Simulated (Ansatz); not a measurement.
**CH4FIn: shape, modes and thermochemistry**

What shape does CH4FIn take? The plan is to relax it, check the end point by its vibrations and derive ideal-gas thermochemistry, and look at its orbitals and charge.

Program: Ansatz 0.2.0, Gaussian basis. Level of theory: RKS PBE0-D4/def2-TZVP. These are calculated values, not measurements.

Plan: relaxation at PBE0-D4/def2-TZVP; harmonic vibrations at the same level; a single point in def2-TZVPP for the fields.

## (1) The system as given

7 atoms, charge 0, spin multiplicity 1.

Atoms are counted from 1 here; the program's logs count them from 0.

Bond lengths: F1–C2 1.398 Å, C2–In3 2.248 Å, C2–H4 1.096 Å, C2–H5 1.094 Å, In3–H6 1.730 Å, In3–H7 1.743 Å. Angles: F1–C2–In3 101.0°, F1–C2–H4 106.7°, F1–C2–H5 106.3°, In3–C2–H4 114.0°, In3–C2–H5 117.5°, H4–C2–H5 110.1°, C2–In3–H6 120.2°, C2–In3–H7 123.3°, H6–In3–H7 116.2°.

As a file:

| atom | x (Å) | y (Å) | z (Å) |
| --- | --- | --- | --- |
| F1 | -1.52889 | 0.30954 | -0.96287 |
| C2 | -0.66568 | -0.67233 | -0.46808 |
| In3 | 0.84312 | 0.58958 | 0.62125 |
| H4 | -0.25964 | -1.20252 | -1.33701 |
| H5 | -1.28297 | -1.34963 | 0.12988 |
| H6 | 0.32835 | 1.95702 | 1.54792 |
| H7 | 2.56571 | 0.36834 | 0.46892 |

The start is a GFN2-xTB geometry. In takes the def2 core potential; no spin-orbit term is included.

## (2) Geometry optimisation, PBE0-D4/def2-TZVP

in.yaml reads:

```yaml
crystal:
  periodic: [false, false, false]
  atoms:
    - {symbol: F, position_ang: [-1.528890, 0.309540, -0.962870]}
    - {symbol: C, position_ang: [-0.665680, -0.672330, -0.468080]}
    - {symbol: In, position_ang: [0.843120, 0.589580, 0.621250]}
    - {symbol: H, position_ang: [-0.259640, -1.202520, -1.337010]}
    - {symbol: H, position_ang: [-1.282970, -1.349630, 0.129880]}
    - {symbol: H, position_ang: [0.328350, 1.957020, 1.547920]}
    - {symbol: H, position_ang: [2.565710, 0.368340, 0.468920]}
basis:
  gaussian: {orbitals: def2-TZVP}
hamiltonian: {xc: pbe0, dispersion: d4}
relax: {f_tol: 0.005, max_steps: 150}
```

Run with:

```console
> ansatz run in.yaml --threads 2 --pin off --events-out ev --progress --plain --max-ram 4352MiB
```

After this run come: Force constants and modes; A single point for the fields.

Before running them: what should the planned runs give, taken together? Wanted: point group; shift from the start; total energy; dispersion term; dipole moment; lowest, highest wavenumber; zero-point energy; HOMO, LUMO.

As calculated:

```
                  quantity            value
               point group               Cs
                     steps               13
shift from the start (rms)          0.421 Å
              total energy    -8989.2823 eV
           dispersion term          -81 meV
             dipole moment           1.51 D
lowest, highest wavenumber   103, 3086 cm⁻¹
         zero-point energy     105.3 kJ/mol
       entropy at 298.15 K  314.4 J/(mol K)
                HOMO, LUMO  -7.35, -1.79 eV
```

In words: The atoms moved 0.42 Å (rms) from the start; the bond that changed most is C2–In3, from 2.248 to 2.180 Å. All wavenumbers are real, so the end point is a minimum. The stiffest mode, 3086 cm⁻¹, is a C–H stretch, and 2 modes under 200 cm⁻¹ make the vibrational entropy uncertain. Harmonic hybrid wavenumbers usually lie a few per cent above measured fundamentals. The largest Mulliken charge, +0.44 e, sits on In3. The HOMO lies mostly on C2 34 %; F1 18 % and the LUMO on In3 51 %; H6, H7 about 17 % each.
